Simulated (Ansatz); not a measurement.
# NbPd3 (I4/mmm): bands and what follows from them

What do the bands of NbPd3 (I4/mmm) imply? The runs give the Fermi surface and transport coefficients.

Method: DFT r²SCAN, scalar-relativistic, plane waves, PAW, in Ansatz 0.2.0.

5 further runs of the same task are left out: 5 set aside as unsound or not needed. Runs told in other sessions of the task aren't counted.

**1. Starting point**

The structure is tetragonal, space group I4/mmm (No. 139). The conventional cell has a = 3.870 Å, b = 3.870 Å, c = 7.960 Å, α = 90.00°, β = 90.00°, γ = 90.00°. Around Nb (site symmetry 4/mmm) lie 12 Pd at 2.74 to 2.78 Å. Around Pd (site symmetry -4m2) lie 8 Pd at 2.74 to 2.78 Å and 4 Nb at 2.78 Å. Pd (site symmetry 4/mmm) has 4 Nb at 2.74 Å and 8 Pd at 2.78 Å in its first shell of neighbours.

Structure file:

```cif
data_structure
_symmetry_space_group_name_H-M 'P 1'
_symmetry_Int_Tables_number 1
_cell_length_a 4.8300
_cell_length_b 4.8300
_cell_length_c 4.8300
_cell_angle_alpha 132.766
_cell_angle_beta 132.766
_cell_angle_gamma 69.022
_cell_volume 59.61
loop_
_atom_site_label
_atom_site_type_symbol
_atom_site_fract_x
_atom_site_fract_y
_atom_site_fract_z
_atom_site_occupancy
Nb1 Nb 0.00000 0.00000 0.00000 1
Pd1 Pd 0.75000 0.25000 0.50000 1
Pd2 Pd 0.25000 0.75000 0.50000 1
Pd3 Pd 0.50000 0.50000 0.00000 1
```

The cell is the deposited one, not relaxed. At r²SCAN, an earlier run found 5.54 GPa for this cell of 14.902 Å³/atom (12×12×12 mesh), no gap. The cell is compressed at this level.

**2. Bands on a fine mesh, Fermi surface**

Contents of input.yaml:

```yaml
crystal:
  lattice:
    - [-1.9350004112, 1.9350004112, 3.9800008457]
    - [1.9350004112, -1.9350004112, 3.9800008457]
    - [1.9350004112, 1.9350004112, -3.9800008457]
  atoms:
    - { symbol: Nb, position: [0.0, 0.0, 0.0] }
    - { symbol: Pd, position: [0.75, 0.25, 0.5] }
    - { symbol: Pd, position: [0.25, 0.75, 0.5] }
    - { symbol: Pd, position: [0.5, 0.5, 0.0] }
basis:
  ecutwfc: 500
  ecutrho_ratio: 4
kpoints:
  mp_grid: { grid: [12, 12, 12] }
hamiltonian:
  xc: r2scan
scf:
  occupations: { method: gaussian, width: 0.05 }
output:
  forces: true
  stress: true
  eigenvalues: true
  eigenstates:
    nscf_kmesh: { grid: [16, 16, 16] }
    de_dk: true
    e_range: [-2.5, 2.5]
  write_density: true
  write_potential: true
  elf: true
  volumetric_format: npy
```

Started as:

```console
$ ansatz run input.yaml --threads 4 --pin off --max-ram 9216MiB --backend cpu --events-out ev --progress --plain --runs-dir out
```

What it wrote:

```text
Warning: RAYON_NUM_THREADS=4 ignored (pool sized by the plan → 4); use --threads N
Engine: ansatz 0.2.0, aarch64-unknown-linux-gnu
Pseudopotentials: kind: paw
Pseudopotential: Nb, paw, valence charge 13, recommended cutoff 500 eV (meta_gga), Nb.paw.azcp
Pseudopotential: Pd, paw, valence charge 18, recommended cutoff 500 eV (meta_gga), Pd.paw.azcp
Functional definition: r2SCAN
  parameter k0 = 0.174
  parameter k1 = 0.065
  parameter a1 = 4.9479
  exchange = r2scan_x(k0 = k0, k1 = k1, a1 = a1)
  correlation = r2scan_c
Crystal: 4 atoms, lattice volume = 59.608 Å³
Basis set: ecut = 500 eV, 1507 PW (Γ), exchange–correlation on 144×144×144 points (64 copies of the dense FFT grid, shifted against one another)
Bands: 41, of which v1, the nominal top of the filled ones, is band 34 counted from 1 (33 counted from 0)
Symmetry: 16 space group operations
Space group: I4/mmm (ITA 139), of the structure as read, at distance tolerance 3.9e-5 Å
k-points: 163 of 1728
Non-local potential: Nb, projectors of the file, l = 0: 3, l = 1: 2, l = 2: 2, l = 3: 1
Non-local potential: Pd, projectors of the file, l = 0: 2, l = 1: 2, l = 2: 2, l = 3: 1
PAW form: soft (Blöchl's): semilocal exchange-correlation on the pseudo side does not see the compensation charge
PAW frozen core: Nb, regenerated for the run's functional (the file was generated under x = pbe(κ = 0.804, μ = 0.2195149727645171), c = pbe(β = 0.06672455060314922))
PAW frozen core: Pd, regenerated for the run's functional (the file was generated under x = pbe(κ = 0.804, μ = 0.2195149727645171), c = pbe(β = 0.06672455060314922))
PAW one-centre angular grid: Nb, 590 points (default); XC on 160 Gauss nodes
PAW one-centre angular grid: Pd, 590 points (default); XC on 160 Gauss nodes
Initial density: superposition of atomic densities (neutral atoms: chi_scale 0, normalization atom), corrected by the library's trained network
Initial wavefunctions: pseudopotential atomic-orbital guess
Functional: x = r2scan, c = r2scan; τ floored in thin density (d = 2e-4 eV/Å³)
SCF iter   1: F=—  HF=-25522.622906 eV  |F-HF|=—  |Δ(HF+E_count)|=         —  Δρ=2.23e-2  dr2=4.85e-1  dr2_τ=7.05e-2  ethr=1.77e-3  ⟨swp⟩=5.8  Hψ=25118  notcnv=0  defer=4
preconditioner: auto → Kerker (q_TF=auto, 2.782 Å⁻¹)  [metal: Δε(μ)=0.016 eV  Ē_g=7.352 eV  σ=0.050 eV  W_gap=0.17  n_scr=14 (ndim 8)  ℏωp=28.5 eV  f_vac=0.000  D(μ)=2.12/eV (n_scr^D=14)]
SCF iter   2: F=—  HF=-25522.607944 eV  |F-HF|=—  |Δ(HF+E_count)|=   1.50e-2  Δρ=9.07e-3  dr2=1.87e-2  dr2_τ=1.87e-2  ethr=7.24e-4  ⟨swp⟩=2.0  Hψ=8932  notcnv=0  defer=281
SCF iter   3: F=—  HF=-25522.609374 eV  |F-HF|=—  |Δ(HF+E_count)|=   1.43e-3  Δρ=4.25e-3  dr2=5.94e-3  dr2_τ=2.58e-4  ethr=2.80e-5  ⟨swp⟩=2.2  Hψ=10291  notcnv=0  defer=281
SCF iter   4: F=—  HF=-25522.609235 eV  |F-HF|=—  |Δ(HF+E_count)|=   1.39e-4  Δρ=1.98e-3  dr2=1.22e-3  dr2_τ=6.28e-5  ethr=8.87e-6  ⟨swp⟩=1.1  Hψ=6413  notcnv=0  defer=281
SCF iter   5: F=—  HF=-25522.609220 eV  |F-HF|=—  |Δ(HF+E_count)|=   1.45e-5  Δρ=5.98e-4  dr2=1.41e-4  dr2_τ=1.76e-5  ethr=1.83e-6  ⟨swp⟩=2.6  Hψ=11531  notcnv=0  defer=281
SCF iter   6: F=—  HF=-25522.609223 eV  |F-HF|=—  |Δ(HF+E_count)|=   2.79e-6  Δρ=1.19e-4  dr2=9.06e-6  dr2_τ=4.71e-7  ethr=2.11e-7  ⟨swp⟩=2.4  Hψ=11320  notcnv=0  defer=281
SCF iter   7: F=—  HF=-25522.609222 eV  |F-HF|=—  |Δ(HF+E_count)|=   1.67e-6  Δρ=2.27e-5  dr2=2.62e-7  dr2_τ=1.42e-8  ethr=1.35e-8  ⟨swp⟩=2.0  Hψ=11310  notcnv=0  defer=281
SCF iter   8: F=—  HF=-25522.609225 eV  |F-HF|=—  |Δ(HF+E_count)|=   3.14e-6  Δρ=8.12e-6  dr2=3.80e-8  dr2_τ=1.25e-9  ethr=3.92e-10  ⟨swp⟩=2.0  Hψ=9250  notcnv=0  defer=281
SCF iter   9: F=—  HF=-25522.609225 eV  |F-HF|=—  |Δ(HF+E_count)|=   4.12e-8  Δρ=1.65e-6  dr2=1.19e-9  dr2_τ=6.87e-11  ethr=5.67e-11  ⟨swp⟩=2.0  Hψ=9336  notcnv=0  defer=281
SCF iter  10: F=—  HF=-25522.609225 eV  |F-HF|=—  |Δ(HF+E_count)|=   1.39e-9  Δρ=4.05e-7  dr2=1.47e-10  dr2_τ=6.73e-12  ethr=1.77e-12  ⟨swp⟩=2.0  Hψ=9761  notcnv=0  defer=281
SCF iter  11: F=—  HF=-25522.609225 eV  |F-HF|=—  |Δ(HF+E_count)|=  4.00e-11  Δρ=1.50e-7  dr2=2.02e-11  dr2_τ=9.60e-13  ethr=1.00e-12  ⟨swp⟩=1.0  Hψ=6402  notcnv=0  defer=281
SCF iter  12: F=-25522.609225 eV  HF=-25522.609225 eV  |F-HF|=0.00e0  |Δ(HF+E_count)|=    0.00e0  Δρ=5.35e-8  dr2=2.50e-12  dr2_τ=1.19e-13  ethr=1.00e-12  ⟨swp⟩=9.8  Hψ=29625  notcnv=0
SCF 1 converged in 12 iterations: F = -25522.609225 eV  dr2 = 2.50e-12
NSCF: frozen V_eff on 349 k-points
SCF converged after 12 iterations
Free energy (F): -25522.609225 eV
Harris-Foulkes:  -25522.609225 eV  (|F-HF|=0.00e0)
Internal energy: -25522.606710 eV  (E = F + TS)
E sigma→0 (E₀):  -25522.607968 eV
Entropy (-TS):   -0.002514 eV (-0.629 meV/atom)
Fermi energy:    20.920476 eV
--- Per-component energies (eV) ---
  E_band       = -499.230807
  E_kinetic    = 1941.477960
  E_local      = -6030.989920  (includes V_loc(G=0)·N_el)
  E_nonlocal   = 765.956729
  E_hartree    = 2422.882508
  E_xc         = -653.811333
  E_vxc        = -940.098000  (∫ρ·V_xc dr)
  E_paw        = -14404.145295  (= ΣΔE_a)
  E_vpaw       = -1148.418862  (= ΣTr[D̂ρ^β])
  E_aug_tail   = 0.000328  (compensation charges beyond the density's cutoff)
  E_vtau       = 67.076016  (kinetic-family band-sum trace: ∫τ·v_τ [+ j·A + Jᵃ·Aᵃ] dr)
  E_ewald      = -9562.428997
  E_core_change = -1.548690  (= ΣΔE_core)
  E_smearing   = -0.002514  (= −TS)
  E_closure    = -0.000000  (closes the sum)
  Σ components = -25522.609225   (vs F -25522.609225, Δ=0.00e0)
--- Forces (eV/Å), atoms counted from 1 ---
  atom   1  Nb    -0.00000000     0.00000000     0.00000000
  atom   2  Pd    -0.00000000     0.00000000     0.00000000
  atom   3  Pd     0.00000000     0.00000000     0.00000000
  atom   4  Pd    -0.00000000     0.00000000    -0.00000000
  max |Σ_I F_I| component: 9.71e-17 eV/Å
--- Stress (GPa, compression-positive) ---
        5.514567      -0.000000       0.000000
       -0.000000       5.514567       0.000000
        0.000000       0.000000       5.582399
  P = ⅓ Tr σ = 5.5372 GPa (55.372 kbar)
--- Band table (eV; the first three rows and the last of 163) ---
  k-point 0: bands = ["-66.4021", "-66.3524", "-66.3082", "-36.7520", "-31.3949", "-31.3509", "-31.3509", "-31.3099", "-31.3099", "-31.2865", "-31.1165", "-31.1165", "-31.0094", "-12.0569", "-12.0569", "-12.0340", "12.8852", "14.5259", "14.8705", "15.6064", "15.6130", "16.6046", "16.6046", "16.8983", "16.8983", "17.2484", "17.9145", "17.9145", "18.4495", "18.6746", "19.2737", "20.4866", "21.6696", "22.0804", "22.2954", "22.2954", "23.6172", "24.0012", "29.8840", "29.8840", "30.4298"]
  k-point 1: bands = ["-66.4003", "-66.3539", "-66.3085", "-36.7523", "-31.3929", "-31.3520", "-31.3349", "-31.3303", "-31.3099", "-31.2675", "-31.1325", "-31.1157", "-31.0104", "-12.0637", "-12.0590", "-12.0342", "13.0757", "14.6458", "14.9934", "15.7144", "15.7224", "16.4796", "16.7178", "16.7594", "16.9397", "17.3310", "17.8547", "17.8777", "18.4998", "18.6799", "19.1881", "20.3045", "21.3729", "21.6897", "21.9005", "22.2774", "23.5676", "24.7253", "29.4598", "29.6213", "29.6532"]
  k-point 2: bands = ["-66.3954", "-66.3577", "-66.3094", "-36.7528", "-31.3910", "-31.3587", "-31.3512", "-31.3110", "-31.2910", "-31.2427", "-31.1754", "-31.1137", "-31.0134", "-12.0795", "-12.0646", "-12.0344", "13.6130", "14.9193", "15.3970", "16.0028", "16.0401", "16.1504", "16.3495", "16.9569", "17.0571", "17.5311", "17.8647", "17.8821", "18.3559", "18.6642", "18.9623", "20.0132", "20.2741", "21.4647", "21.6309", "22.2034", "22.7947", "26.3481", "28.1397", "28.2967", "29.2153"]
  k-point 162: bands = ["-66.3949", "-66.3525", "-66.3153", "-36.7571", "-31.4089", "-31.4089", "-31.3287", "-31.2836", "-31.2384", "-31.2384", "-31.1299", "-31.1299", "-31.0702", "-12.0524", "-12.0524", "-12.0524", "14.3357", "14.6282", "14.8640", "14.8640", "15.1154", "15.1371", "15.7898", "16.1221", "17.9763", "18.4314", "18.4314", "18.7719", "19.3236", "19.3236", "19.3994", "19.7222", "20.4846", "22.5690", "22.9859", "23.0987", "23.0987", "23.8738", "24.1946", "24.1946", "32.3853"]
--- Fermi surface from the table of eigenstates, both spin states counted (twice the sheets' area in a run without spin) ---
  How far the three rows differ hints at the mesh's error and does not bound it.
  reading                E - E_F (eV)   area (Å⁻²)  resistivity times mean free path along x, y, z (Ω·m²), under one mean free path over the surface
  by tetrahedra                0.0258       22.816  1.1752e-15  1.1752e-15  1.8618e-15
  by the states' slopes        0.0197       23.182  1.1467e-15  1.1467e-15  1.8842e-15
  on every second point        0.0260       21.900  1.2609e-15  1.2609e-15  1.7764e-15
```

Wall time 30 s (4 threads of Arm Neoverse V2, shared host); peak memory 1.1 GiB.

In short: volume 14.902 Å³/atom, pressure 5.54 GPa, metallic.

Bands that cross the Fermi level on the 16×16×16 mesh (edges cut at 2.5 eV from it):

| spin | band | lowest (eV) | highest (eV) |
| --- | --- | --- | --- |
| both | 33 | -1.61 | 0.75 |
| both | 34 | -0.89 | 1.65 |
| both | 35 | -0.08 | 2.07 |

Axes a, b and c in the maps are those of this run's conventional cell (a, b, c = 3.870, 3.870, 7.960 Å).

Density in a lattice plane of the grid's cell (edges 3.87 and 7.96 Å, at 0.000 of the third edge), which holds Nb and Pd.

Ten even steps from ' ' (0.14 e/Å³) to '@' (13.65 e/Å³):
```
----..              ..::
..                      
          ......        
        ..++##++..      
        --%%@@%%--      
        ..++##++..      
          ......        
..                    ..
##++..              ..++
@@%%--              --%%
##++..              ..++
....                    
          ......        
        ..++##++..      
        --%%@@%%--      
        ..++##++..      
          ......        
..                      
--::..              ..--
::--::              ::--
```
Columns run along the first of these edges and rows up along the second, over one cell in 12 and 20 even steps from the bottom left corner. Atoms in the plane (fractional): Nb at (0.00, 0.00), Pd at (0.50, 0.75), Pd at (0.50, 0.25), Pd at (0.00, 0.50).

ELF in the same plane.

Values, 12 rows by 6 columns:
```
0.70 0.41 0.26 0.24 0.26 0.41
0.10 0.26 0.39 0.53 0.39 0.26
0.21 0.20 0.53 0.24 0.53 0.20
0.19 0.19 0.31 0.53 0.31 0.19
0.52 0.34 0.22 0.24 0.22 0.34
0.22 0.52 0.23 0.28 0.23 0.52
0.52 0.34 0.22 0.24 0.22 0.34
0.19 0.19 0.31 0.53 0.31 0.19
0.21 0.20 0.53 0.24 0.53 0.20
0.10 0.26 0.39 0.53 0.39 0.26
0.70 0.41 0.26 0.24 0.26 0.41
0.05 0.73 0.13 0.28 0.13 0.73
```
Columns run along the first of these edges and rows up along the second, over one cell in 6 and 12 even steps from the bottom left corner. Atoms in the plane (fractional): Nb at (0.00, 0.00), Pd at (0.50, 0.75), Pd at (0.50, 0.25), Pd at (0.00, 0.50).

Both are smooth fields of the valence electrons: close to the nuclei they are not physical.

**3. States of the whole zone by energy, transport at constant relaxation time**

Changes to input.yaml since step 2:

```diff
@@ -23,9 +23,2 @@
   eigenvalues: true
-  eigenstates:
-    nscf_kmesh: { grid: [16, 16, 16] }
-    de_dk: true
-    e_range: [-2.5, 2.5]
-  write_density: true
-  write_potential: true
-  elf: true
-  volumetric_format: npy
+  states_by_energy: { minimum_broadening: 0.05 }
```

Started as:

```console
$ ansatz run input.yaml --threads 4 --pin off --max-ram 9216MiB --backend cpu --events-out ev --progress --plain --runs-dir out
```

What it wrote:

```text
Warning: RAYON_NUM_THREADS=4 ignored (pool sized by the plan → 4); use --threads N
[... 10 set-up lines as earlier in the session ...]
Crystal: 4 atoms, lattice volume = 59.608 Å³
Basis set: ecut = 500 eV, 1507 PW (Γ), exchange–correlation on 144×144×144 points (64 copies of the dense FFT grid, shifted against one another)
Bands: 41, of which v1, the nominal top of the filled ones, is band 34 counted from 1 (33 counted from 0)
[... 2 set-up lines as earlier in the session ...]
k-points: 163 of 1728
[... 10 set-up lines as earlier in the session ...]
SCF iter   1: F=—  HF=-25522.622906 eV  |F-HF|=—  |Δ(HF+E_count)|=         —  Δρ=2.23e-2  dr2=4.85e-1  dr2_τ=7.05e-2  ethr=1.77e-3  ⟨swp⟩=5.8  Hψ=25118  notcnv=0  defer=4
preconditioner: auto → Kerker (q_TF=auto, 2.782 Å⁻¹)  [metal: Δε(μ)=0.016 eV  Ē_g=7.352 eV  σ=0.050 eV  W_gap=0.17  n_scr=14 (ndim 8)  ℏωp=28.5 eV  f_vac=0.000  D(μ)=2.12/eV (n_scr^D=14)]
SCF iter   2: F=—  HF=-25522.607944 eV  |F-HF|=—  |Δ(HF+E_count)|=   1.50e-2  Δρ=9.07e-3  dr2=1.87e-2  dr2_τ=1.87e-2  ethr=7.24e-4  ⟨swp⟩=2.0  Hψ=8932  notcnv=0  defer=281
SCF iter   3: F=—  HF=-25522.609374 eV  |F-HF|=—  |Δ(HF+E_count)|=   1.43e-3  Δρ=4.25e-3  dr2=5.94e-3  dr2_τ=2.58e-4  ethr=2.80e-5  ⟨swp⟩=2.2  Hψ=10291  notcnv=0  defer=281
SCF iter   4: F=—  HF=-25522.609235 eV  |F-HF|=—  |Δ(HF+E_count)|=   1.39e-4  Δρ=1.98e-3  dr2=1.22e-3  dr2_τ=6.28e-5  ethr=8.87e-6  ⟨swp⟩=1.1  Hψ=6413  notcnv=0  defer=281
SCF iter   5: F=—  HF=-25522.609220 eV  |F-HF|=—  |Δ(HF+E_count)|=   1.45e-5  Δρ=5.98e-4  dr2=1.41e-4  dr2_τ=1.76e-5  ethr=1.83e-6  ⟨swp⟩=2.6  Hψ=11531  notcnv=0  defer=281
SCF iter   6: F=—  HF=-25522.609223 eV  |F-HF|=—  |Δ(HF+E_count)|=   2.79e-6  Δρ=1.19e-4  dr2=9.06e-6  dr2_τ=4.71e-7  ethr=2.11e-7  ⟨swp⟩=2.4  Hψ=11320  notcnv=0  defer=281
SCF iter   7: F=—  HF=-25522.609224 eV  |F-HF|=—  |Δ(HF+E_count)|=   1.17e-6  Δρ=2.27e-5  dr2=2.62e-7  dr2_τ=1.42e-8  ethr=1.35e-8  ⟨swp⟩=2.0  Hψ=11310  notcnv=0  defer=281
SCF iter   8: F=-25522.609225 eV  HF=-25522.609225 eV  |F-HF|=2.18e-8  |Δ(HF+E_count)|=   3.01e-7  Δρ=8.18e-6  dr2=3.84e-8  dr2_τ=1.30e-9  ethr=1.49e-10  ⟨swp⟩=8.8  Hψ=25092  notcnv=0
SCF 1 converged in 8 iterations: F = -25522.609225 eV  dr2 = 3.84e-8
NSCF: frozen V_eff on 8 k-points
SCF converged after 8 iterations
Free energy (F): -25522.609225 eV
Harris-Foulkes:  -25522.609225 eV  (|F-HF|=2.18e-8)
Internal energy: -25522.606710 eV  (E = F + TS)
E sigma→0 (E₀):  -25522.607968 eV
Entropy (-TS):   -0.002514 eV (-0.629 meV/atom)
Fermi energy:    20.920455 eV
--- Per-component energies (eV) ---
  E_band       = -499.230325
  E_kinetic    = 1941.477548
  E_local      = -6030.984111  (includes V_loc(G=0)·N_el)
  E_nonlocal   = 765.955555
  E_hartree    = 2422.877592
  E_xc         = -653.811413
  E_vxc        = -940.098103  (∫ρ·V_xc dr)
  E_paw        = -14404.144524  (= ΣΔE_a)
  E_vpaw       = -1148.418012  (= ΣTr[D̂ρ^β])
  E_aug_tail   = 0.000328  (compensation charges beyond the density's cutoff)
  E_vtau       = 67.076010  (kinetic-family band-sum trace: ∫τ·v_τ [+ j·A + Jᵃ·Aᵃ] dr)
  E_ewald      = -9562.428997
  E_core_change = -1.548690  (= ΣΔE_core)
  E_smearing   = -0.002514  (= −TS)
  E_closure    = -0.000000  (closes the sum)
  Σ components = -25522.609225   (vs F -25522.609225, Δ=0.00e0)
--- Forces (eV/Å), atoms counted from 1 ---
  atom   1  Nb    -0.00000000     0.00000000    -0.00000000
  atom   2  Pd     0.00000000     0.00000000     0.00000000
  atom   3  Pd     0.00000000    -0.00000000     0.00000000
  atom   4  Pd    -0.00000000     0.00000000    -0.00000000
  max |Σ_I F_I| component: 2.08e-17 eV/Å
--- Stress (GPa, compression-positive) ---
        5.514338      -0.000000       0.000000
       -0.000000       5.514338       0.000000
        0.000000       0.000000       5.581856
  P = ⅓ Tr σ = 5.5368 GPa (55.368 kbar)
--- Band table (eV; the first three rows and the last of 163) ---
  k-point 0: bands = ["-66.4021", "-66.3524", "-66.3082", "-36.7521", "-31.3948", "-31.3509", "-31.3509", "-31.3099", "-31.3099", "-31.2865", "-31.1165", "-31.1165", "-31.0094", "-12.0570", "-12.0570", "-12.0341", "12.8852", "14.5259", "14.8705", "15.6063", "15.6130", "16.6047", "16.6047", "16.8983", "16.8983", "17.2484", "17.9145", "17.9145", "18.4495", "18.6746", "19.2737", "20.4866", "21.6696", "22.0804", "22.2954", "22.2954", "23.6173", "24.0011", "29.8840", "29.8840", "30.4298"]
  k-point 1: bands = ["-66.4003", "-66.3538", "-66.3085", "-36.7524", "-31.3929", "-31.3519", "-31.3349", "-31.3303", "-31.3099", "-31.2675", "-31.1324", "-31.1157", "-31.0104", "-12.0638", "-12.0590", "-12.0342", "13.0757", "14.6458", "14.9935", "15.7144", "15.7224", "16.4796", "16.7178", "16.7594", "16.9397", "17.3310", "17.8547", "17.8777", "18.4998", "18.6799", "19.1881", "20.3045", "21.3729", "21.6897", "21.9004", "22.2774", "23.5676", "24.7254", "29.4598", "29.6214", "29.6532"]
  k-point 2: bands = ["-66.3954", "-66.3576", "-66.3095", "-36.7528", "-31.3909", "-31.3587", "-31.3511", "-31.3110", "-31.2910", "-31.2427", "-31.1753", "-31.1136", "-31.0134", "-12.0796", "-12.0647", "-12.0345", "13.6130", "14.9193", "15.3970", "16.0028", "16.0401", "16.1505", "16.3495", "16.9569", "17.0571", "17.5311", "17.8647", "17.8821", "18.3559", "18.6642", "18.9623", "20.0132", "20.2741", "21.4646", "21.6309", "22.2034", "22.7947", "26.3482", "28.1396", "28.2967", "29.2153"]
  k-point 162: bands = ["-66.3949", "-66.3524", "-66.3153", "-36.7571", "-31.4088", "-31.4088", "-31.3286", "-31.2836", "-31.2384", "-31.2384", "-31.1299", "-31.1299", "-31.0702", "-12.0525", "-12.0525", "-12.0524", "14.3357", "14.6282", "14.8640", "14.8640", "15.1153", "15.1371", "15.7898", "16.1221", "17.9763", "18.4314", "18.4314", "18.7719", "19.3236", "19.3236", "19.3995", "19.7222", "20.4846", "22.5689", "22.9859", "23.0986", "23.0986", "23.8738", "24.1947", "24.1947", "32.3853"]
```

It took 18 min on 4 threads of Arm Neoverse V2, shared host; peak memory 2.1 GiB.

This gives: volume 14.902 Å³/atom, pressure 5.54 GPa, no gap.

A script then sums the file of states by energy over Fermi windows, for rigid-band transport at a constant relaxation time τ. Negative carriers are holes, and the chemical potential counts from the run's Fermi level:

| T (K) | electrons added (10¹⁹ cm⁻³) | chemical potential (eV) | σ/τ xx (10²⁰/Ω m s) | Seebeck xx (μV/K) | Seebeck zz (μV/K) | Lorenz xx (10⁻⁸ V²/K²) |
| --- | --- | --- | --- | --- | --- | --- |
| 600 | 0 | 0.018 | 5.1 | -6 | 11 | 2.47 |
| 600 | 1 | 0.018 | 5.1 | -6 | 11 | 2.47 |
| 600 | -1 | 0.018 | 5.1 | -6 | 11 | 2.47 |
| 600 | 10 | 0.021 | 5.11 | -7 | 11 | 2.47 |
| 600 | -10 | 0.015 | 5.09 | -6 | 11 | 2.47 |
| 600 | 100 | 0.051 | 5.18 | -7 | 13 | 2.46 |
| 600 | -100 | -0.017 | 5.03 | -6 | 9 | 2.47 |
| 900 | 0 | 0.013 | 5.11 | -9 | 17 | 2.44 |
| 900 | 1 | 0.014 | 5.11 | -9 | 17 | 2.44 |
| 900 | -1 | 0.013 | 5.11 | -9 | 17 | 2.44 |
| 900 | 10 | 0.017 | 5.12 | -9 | 17 | 2.44 |
| 900 | -10 | 0.010 | 5.1 | -9 | 17 | 2.44 |
| 900 | 100 | 0.047 | 5.18 | -9 | 19 | 2.43 |
| 900 | -100 | -0.021 | 5.04 | -9 | 15 | 2.45 |

**4. Results**

```
                               quantity                                                 value
       Fermi-surface area, spins summed                                             22.82 Å⁻²
resistivity × mean free path, xx and zz                               1.18, 1.86 × 10⁻¹⁵ Ω m²
                  largest S²σ/τ along x  at 900 K with 100 × 10¹⁹ cm⁻³ electrons, S = -9 μV/K
```

What this shows: On the fine mesh the Fermi surface has sheets from 3 bands. Among the cases computed, S²σ/τ along x is largest at 900 K for electron doping of 100 × 10¹⁹ cm⁻³. That is the edge of the range tried, not a located peak.
